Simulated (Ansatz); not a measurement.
# NiS: the cost of one run

Computed with Ansatz 0.2.0 (DFT LDA+U, PAW, plane waves, scalar-relativistic; U − J = 6.2 eV on Ni d, unless a step's input says otherwise).

## (1) The system as given

Symmetry: P6_3/mmc, No. 194, hexagonal system. The conventional cell has a = 3.420 Å, b = 3.420 Å, c = 5.300 Å, α = 90.00°, β = 90.00°, γ = 120.00°. Around Ni (site symmetry -3m) lie 6 S at 2.38 Å and 2 Ni at 2.65 Å. Around S (site symmetry -6m2) lie 6 Ni at 2.38 Å.

As a file:

```
Ni S
1.0
     3.42000    0.00000    0.00000
    -1.71000    2.96181    0.00000
     0.00000    0.00000    5.30000
Ni S
2 2
Direct
  0.00000 0.00000 0.00000
  0.00000 0.00000 0.50000
  0.33333 0.66667 0.25000
  0.66667 0.33333 0.75000
```

In tables a label like S4 counts atoms in the order of input.yaml; a structure file may count by element.

Known so far: 8 plain starts ended in 3 states. The lowest came from “moments +- scaled by 0.65, plain SCF [Ni1 1.30, Ni2 -1.30 μB]”: antiferromagnetic, site moments Ni1 1.21, Ni2 -1.21 μB, total 0.00 μB per cell, a gap of 0.72 eV on the k-mesh, free energy -13282.5196 eV.

Runs to come: parallel moments, default search for lower states; opposed moments +-, default search for lower states; whole orbital fillings typed, symmetry off, plain SCF; the moments typed in its input, symmetry off, plain SCF; the moments typed in its input, standard search for lower states.

A plain SCF has the search for lower states switched off and ends at the first converged state. The default search lets the program follow hints of a lower state (another filling of open shells, a soft direction), where it sees any. The standard and full searches may also try other magnetic orders and fillings, and need not reach the lowest state. With a search on, the program may also reshape the start on open shells. Ends within 0.2 meV/atom and 0.1 μB count as one state.

Moments by site are taken inside atomic spheres; the rest lies between them.

## (2) Parallel moments, default search for lower states

input.yaml reads:

```yaml
crystal:
  lattice:
    - [3.42000135, 0.0, 0.0]
    - [-1.71000068, 2.96180805, 0.0]
    - [0.0, 0.0, 5.3]
  atoms:
    - { symbol: Ni, position: [0.0, 0.0, 0.0], spin: 2.0 }
    - { symbol: Ni, position: [0.0, 0.0, 0.5], spin: 2.0 }
    - { symbol: S, position: [0.33333333, 0.66666667, 0.25] }
    - { symbol: S, position: [0.66666667, 0.33333333, 0.75] }
magnetization:
  spin_polarized: true
hamiltonian:
  xc: lda
  pseudopotentials: { kind: paw }
  hubbard: { sites: [{ species: Ni, l: d, u_eff: 6.2 }] }
basis:
  ecutwfc: 420
kpoints:
  mp_grid: { grid: [8, 8, 5] }
scf:
  occupations: { method: gaussian, width: 0.03 }
output:
  forces: true
  stress: true
```

On the command line:

```bash
> ansatz run input.yaml --threads 2 --pin off --max-ram 5120MiB --backend cpu --events-out ev --progress --plain --runs-dir out
```

**Question.** How long does this run take on 2 threads of Arm Neoverse V2, shared host, and how much memory does it need?

About 3.5 min, with a peak of 1.6 GiB.
